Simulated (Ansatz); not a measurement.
This script makes an all-electron equation of state of LiBe, space group Pm-3m with the Python package of Ansatz (0.2.0).

`eos_lapw.py`:
```python
"""All-electron equation of state of LiBe."""

import ansatz as az
from ase.eos import EquationOfState
from ase.units import GPa
import numpy as np

VECTORS = np.array([
    [2.811153, 0.0, 0.0],
    [0.0, 2.811153, 0.0],
    [0.0, 0.0, 2.811153],
])
SITES = [
    ("Li", [0.0, 0.0, 0.0]),
    ("Be", [0.5, 0.5, 0.5]),
]


def make_crystal(cell):
    crystal = az.Crystal(lattice=az.Lattice.of(cell))
    for symbol, position in SITES:
        crystal = crystal.atom(symbol, position)
    return crystal

volumes, energies = [], []
for scale in np.linspace(0.94, 1.06, 7):
    cell = VECTORS * scale ** (1 / 3)
    job = (
        make_crystal(cell).calculation()
        .functional("PBE")
        .occupations("fermi_dirac", width=0.15)
        .kpoints(10, 10, 10)
        .pseudopotentials("all_electron", lapw=True)
    )
    data = job.run().report
    volumes.append(abs(np.linalg.det(cell)) / len(SITES))
    energies.append(data["free_energy_ev"] / len(SITES))
    print(f"{scale:.3f} {volumes[-1]:9.4f} A^3/atom {energies[-1]:16.5f} eV/atom  (estimated basis error {1000 * data['lapw_basis_errors']['total_ev_per_atom']:.2f} meV/atom)")
v0, e0, bulk = EquationOfState(volumes, energies, eos="birchmurnaghan").fit()
print(f"V0 = {v0:.4f} A^3/atom, B0 = {bulk / GPa:.1f} GPa")
```

Its results, one of them left out:

| V (Å³/atom) | F less the lowest row shown (meV/atom) |
| --- | --- |
| 10.441 | 7.75 |
| 10.663 | 3.57 |
| 10.886 | 1.03 |
| 11.108 | 0.00 |
| 11.330 | 0.35 |
| 11.552 | 1.94 |
| 11.774 | ? |

What is the missing energy at 11.774 Å³ an atom?

A third-order Birch-Murnaghan fit, E = E0 + (9 V0 B0 / 16) [(t - 1)³ B' + (t - 1)² (6 - 4t)] with t = (V0/V)^(2/3), through the 6 rows shown gives V0 = 11.160 Å³, B0 = 48.6 GPa, B' = 3.63 and E0 = -0.04 meV. At V = 11.774 Å³, t = 0.96494, and the fit extrapolates to 4.68 meV. The run gave 4.69 meV, a miss of 0.01 meV.

Notes:
- For a metal this k-point mesh is coarse: on a finer one energies can move by several to tens of meV an atom and pressures by half a GPa or more, differences at one mesh by less.
- This cell is a computed structure, which may not be the phase found in nature.
- Hardware and time: 9.5 s on 1 thread of Arm Neoverse V2, on a shared host, peak memory 0.29 GiB.
